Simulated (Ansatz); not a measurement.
# C2H8FGaS: a ladder of functionals and wavefunction methods

How much do the methods differ for C2H8FGaS? The plan is to run it at one geometry with functionals of several rungs and with coupled cluster, and see how far each lands from CCSD(T) at the basis-set limit for the atomisation energy.

Program: Ansatz 0.2.0, Gaussian basis. Level of theory: functionals in def2-TZVPP, the program's frozen cores in correlated methods. These are calculated values, not measurements.

Plan: LDA (SPW92), PBE-D4, revPBE-D4, BLYP-D4, r2SCAN-D4, B97M-V, PBE0-D4, B3LYP-D4, r2SCANh-D4, r2SCAN0-D4, HSE06-D4, BHLYP-D4, CAM-B3LYP-D4, LC-ωPBE, ωB97X-V, ωB97M-V, B2PLYP, PBE-QIDH; CCSD(T)/def2-SVP; CCSD(T)/def2-TZVPP; MP2/def2-QZVPP; extrapolation to the limit; RPA on PBE.

### Step 1. The geometry

An earlier PBE0-D4 in a triple-zeta def2 set relaxation fixed the geometry.

SMILES `[CH3][Ga-]([CH3])([F])[SH2+]`, 13 atoms, charge 0, spin multiplicity 1.

Atoms are counted from 1 here; the program's logs count them from 0.

Bond lengths: C1–Ga2 1.965 Å, C1–H6 1.092 Å, C1–H7 1.092 Å, C1–H8 1.093 Å, Ga2–C3 1.963 Å, Ga2–F4 1.803 Å, Ga2–S5 2.685 Å, C3–H9 1.093 Å, C3–H10 1.092 Å, C3–H11 1.091 Å, S5–H12 1.346 Å, S5–H13 1.343 Å. Angles: Ga2–C1–H6 111.6°, Ga2–C1–H7 110.6°, Ga2–C1–H8 110.2°, H6–C1–H7 109.0°, H6–C1–H8 107.6°, H7–C1–H8 107.8°, C1–Ga2–C3 131.4°, C1–Ga2–F4 112.5°, C1–Ga2–S5 100.9°, C3–Ga2–F4 112.3°, C3–Ga2–S5 100.1°, F4–Ga2–S5 85.8°, Ga2–C3–H9 110.0°, Ga2–C3–H10 111.6°, Ga2–C3–H11 110.6°, H9–C3–H10 107.9°, H9–C3–H11 107.8°, H10–C3–H11 108.8° and more.

### Step 2. LDA

This LDA is Slater exchange with PW92 correlation.

The input, in.yaml:

```yaml
crystal:
  periodic: [false, false, false]
  atoms:
    - {symbol: C, position_ang: [-1.393342, -1.193465, 0.562046]}
    - {symbol: Ga, position_ang: [-0.094276, -0.102804, -0.429971]}
    - {symbol: C, position_ang: [1.763178, -0.456516, -0.958212]}
    - {symbol: F, position_ang: [-0.887337, 1.120551, -1.490247]}
    - {symbol: S, position_ang: [0.284593, 1.922664, 1.291766]}
    - {symbol: H, position_ang: [-0.987128, -1.531836, 1.517843]}
    - {symbol: H, position_ang: [-2.308314, -0.627393, 0.746106]}
    - {symbol: H, position_ang: [-1.660664, -2.081102, -0.016812]}
    - {symbol: H, position_ang: [1.790884, -1.213467, -1.746120]}
    - {symbol: H, position_ang: [2.355695, -0.825509, -0.118501]}
    - {symbol: H, position_ang: [2.230850, 0.448980, -1.348609]}
    - {symbol: H, position_ang: [-0.107776, 2.647950, 0.227842]}
    - {symbol: H, position_ang: [-0.966064, 1.857148, 1.777570]}
basis:
  gaussian: {orbitals: def2-TZVPP}
hamiltonian: {xc: lda}
output: {orbitals: {seedname: orbitals}}
```

Started as:

```bash
ansatz run in.yaml --threads 4 --pin off --events-out ev --progress --plain --max-ram 11315MiB
```

The runs that follow: PBE-D4 (GGA); revPBE-D4 (GGA); BLYP-D4 (GGA); r2SCAN-D4 (meta-GGA); B97M-V (meta-GGA); B3LYP-D4 (hybrid); r2SCANh-D4 (hybrid); r2SCAN0-D4 (hybrid); HSE06-D4 (hybrid); BHLYP-D4 (hybrid); CAM-B3LYP-D4 (range-separated); LC-ωPBE (range-separated); ωB97X-V (range-separated); ωB97M-V (range-separated); B2PLYP (double hybrid); PBE-QIDH (double hybrid); CCSD(T) in def2-SVP; CCSD(T) in def2-TZVPP; MP2 in def2-QZVPP; RPA on PBE orbitals.

**Question.** What will the summary of the whole plan be? Wanted: atomisation energy, CCSD(T)/CBS; farthest beyond LDA; mean size of error, GGA; mean size of error, meta-GGA; mean size of error, hybrid; mean size of error, range-separated; mean size of error, double hybrid; gap, smallest and largest; T1 diagnostic.

**Answer**, as computed:

| quantity | value |
| --- | --- |
| atomisation energy, CCSD(T)/CBS | 4414.0 kJ/mol |
| functionals within 44.1 kJ/mol (1.0 %) | PBE-D4, r2SCAN-D4, B97M-V, PBE0-D4, B3LYP-D4, r2SCANh-D4, HSE06-D4, CAM-B3LYP-D4, LC-ωPBE, ωB97X-V, ωB97M-V, PBE-QIDH |
| farthest beyond LDA | BHLYP-D4 (-132.9 kJ/mol) |
| mean size of error, GGA | 52.2 kJ/mol |
| mean size of error, meta-GGA | 4.9 kJ/mol |
| mean size of error, hybrid | 51.3 kJ/mol |
| mean size of error, range-separated | 16.5 kJ/mol |
| mean size of error, double hybrid | 55.9 kJ/mol |
| gap, smallest and largest | 4.94 eV (BLYP-D4), 12.38 eV (LC-ωPBE) |
| T1 diagnostic | 0.0118 |
| triples share of the correlation energy | 3.6 % |

What this shows: The LDA atomisation energy is off by 565.2 kJ/mol (13 %): it overbinds. PBE-D4 misses by +23.8 kJ/mol. Double hybrids carry the basis error of their MP2 part in triple zeta, and no dispersion term here, so their miss is partly the set-up's. The rungs meta-GGA, range-separated miss on average by less than the doubt on the reference (44.1 kJ/mol), so they tie. The reference freezes the cores and leaves out relativity and excitations past (T), and its outer-core shells are covered unevenly, so misses under about 44.1 kJ/mol can't be ranked. Hartree-Fock recovers 74 % of the binding; the rest is correlation. CCSD(T) in def2-SVP is off by -225.9 kJ/mol, which most functionals beat. The gap grows from 4.9 to 12.4 eV across the functionals, mostly with the share of exact exchange. Correlated methods include outer-core shells of Ga, which these sets cover unevenly.
